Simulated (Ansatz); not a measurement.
**I: squeezing one contact**

The task here is to estimate one member of a computed series from the others.

Method: DFT, LDA, PAW with Ansatz's default frozen-core files, scalar-relativistic, in Ansatz 0.2.0.

1 further run of the same task is left out (it didn't finish).

## Starting point

It takes space group Fd-3m (No. 227, cubic). Conventional cell: a = 6.980 Å, b = 6.980 Å, c = 6.980 Å, α = 90.00°, β = 90.00°, γ = 90.00°. I (site symmetry -43m) is surrounded by 4 I at 3.02 Å.

As a file:

```xyz
2
Lattice="0.0000 3.4898 3.4898 3.4898 0.0000 3.4898 3.4898 3.4898 0.0000" Properties=species:S:1:pos:R:3 pbc="T T T"
I    -0.8724   -0.8724   -0.8724
I     0.8724    0.8724    0.8724
```

Atoms are numbered in the order of the input: I1, I2.

Set-up of the first run:

Input file input.yaml:

```yaml
crystal:
  lattice:
    - [0.0, 3.4897660234, 3.4897660234]
    - [3.4897660234, 0.0, 3.4897660234]
    - [3.4897660234, 3.4897660234, 0.0]
  atoms:
    - { symbol: I, position: [-0.125, -0.125, -0.125] }
    - { symbol: I, position: [0.125, 0.125, 0.125] }
kpoints:
  mp_grid: { grid: [8, 8, 8] }
scf:
  occupations: { method: fermi_dirac, width: 0.05 }
hamiltonian:
  xc: lda
  pseudopotentials: { kind: paw }
output:
  forces: true
  stress: true
  eigenvalues: true
  efg: { contact_densities: true }
  populations: true
```

The run is started by

```bash
ansatz run input.yaml --threads 1 --pin off --max-ram 2048MiB --backend cpu --events-out ev --progress --plain --runs-dir out
```

Steps of the session up to this table: Shortest bond scaled by 1, PAW; Shortest bond scaled by 1.1, PAW; Shortest bond scaled by 0.82, PAW; Shortest bond scaled by 0.76, PAW; Shortest bond scaled by 0.58, PAW; Shortest bond scaled by 0.58, PAW (partial_waves polarizable).

One of the session's tables, all rows but one given; the rest of the session is left out.

| method | length (Å) | F from the given length (eV/cell) | force along the bond (eV/Å) | pressure (GPa) | largest force (eV/Å) |
| --- | --- | --- | --- | --- | --- |
| PAW | 1.753 | 18.431 | 75.643 | 86.20 | 75.643 |
| PAW | 2.297 | 0.870 | 7.789 | 18.44 | 7.789 |
| PAW | 2.478 | ? | ? | ? | ? |
| PAW | 3.022 | 0.000 | 0.000 | 6.46 | 0.000 |
| PAW | 3.324 | -0.094 | 0.646 | 6.79 | 0.646 |
| PAW (partial_waves polarizable) | 1.753 | – | 75.503 | 86.04 | 75.503 |

**Question.** Estimate the row for PAW, 2.478.

**Answer.** F from the given length (eV/cell): 0.043; force along the bond (eV/Å): 2.045; pressure (GPa): 11.89; largest force (eV/Å): 2.045.

Caveats from the session: Warnings in the runs' records: gradients without spin orbit.
